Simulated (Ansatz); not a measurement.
## C2H5FSn, SMILES C[CH2][Sn][F]: a short molecular-dynamics run, step by step

Computed with Ansatz 0.2.0 through its Python package.

Notebook, run cell by cell (the value of a cell's last expression is shown):

```python
import ansatz as az
from ase import Atoms
import numpy as np
```

```python
atoms = Atoms(["C", "C", "Sn", "F", "H", "H", "H", "H", "H"], positions=[
    [-0.32, 0.8831, -0.1104],
    [-0.0161, -0.2831, 0.7278],
    [1.4257, -1.4838, -0.2846],
    [0.8288, -2.0581, -1.9886],
    [-0.7823, 0.5898, -1.1148],
    [-1.1289, 1.5597, 0.4014],
    [0.5626, 1.5495, -0.2964],
    [-0.8822, -0.8759, 0.9016],
    [0.4008, 0.0726, 1.7469],
])
system = az.Crystal.molecule_from_ase(atoms)
```

```python
setup = system.calculation()
setup = setup.basis(gaussian="def2-SVP").functional("BLYP")
setup = setup.md("nve", timestep=0.5, steps=20, temperature=800, initial_velocities="maxwell_boltzmann", seed=37)
frames = []
setup.session().plan().execute(on_event=lambda e: frames.append(e["data"]) if e["event"] == "md_step" else None)
print("t (fs)   E_pot (eV)      E_kin (eV)   T (K)   d(0-1) (A)")
for f in frames[::2]:
    xyz = np.array(f["positions_ang"])
    print(f"{f['time_fs']:6.2f} {f['lagrangian_ev']:14.5f} {f['e_kin_ev']:10.5f} {f['temperature_k']:8.1f} {np.linalg.norm(xyz[0] - xyz[1]):9.4f}")
kept = np.array([f["conserved_ev"] for f in frames])
print(f"conserved energy moves by at most {1000 * np.ptp(kept):.3f} meV")
symbols = [site.symbol for site in system.cartesian_sites]
with open("last_frame.xyz", "w") as handle:
    handle.write(f"{len(symbols)}\nt = {frames[-1]['time_fs']} fs\n")
    handle.writelines("{:2s} {:10.5f} {:10.5f} {:10.5f}\n".format(s, *xyz) for s, xyz in zip(symbols, frames[-1]["positions_ang"]))
```

    t (fs)   E_pot (eV)      E_kin (eV)   T (K)   d(0-1) (A)
      0.00   -10697.04966    0.72386    800.0    1.4680
      1.00   -10697.02680    0.70200    775.8    1.4815
      2.00   -10697.03139    0.70646    780.8    1.4973
      3.00   -10697.06671    0.74165    819.7    1.5144
      4.00   -10697.12347    0.79799    881.9    1.5318
      5.00   -10697.16959    0.84296    931.6    1.5487
      6.00   -10697.14629    0.82017    906.4    1.5641
      7.00   -10697.08282    0.75849    838.3    1.5776
      8.00   -10697.07510    0.75115    830.2    1.5887
      9.00   -10697.14573    0.82064    907.0    1.5976
     10.00   -10697.22918    0.90296    997.9    1.6047
    conserved energy moves by at most 2.792 meV

`last_frame.xyz`, as written:
```text
9
t = 10.0 fs
C    -0.38762    1.04327   -0.05928
C    -0.10634   -0.27876    0.80561
Sn    1.44328   -1.48699   -0.28953
F     0.83107   -2.15425   -2.04841
H    -0.72263    0.65647   -1.04150
H    -1.06901    1.84861    0.32248
H     0.56899    1.47873   -0.28735
H    -1.09567   -0.77513    0.88365
H     0.25657   -0.08557    1.93273
```

Reading the output:
- Total energies depend on the basis set; only differences at equal settings carry meaning.
- The trajectory is only some femtoseconds long, so its temperature is not equilibrated; where the script doesn't relax first, it starts from a rough generated geometry.
- def2 sets replace the cores of elements past krypton by effective core potentials.
- The temperature counts the internal degrees of freedom alone.
- Run time: 58 s on 1 thread of Arm Neoverse V2, with other jobs on the host, peak memory 0.2 GiB.

(Lines on the test bed's own set-up are left out of the output.)
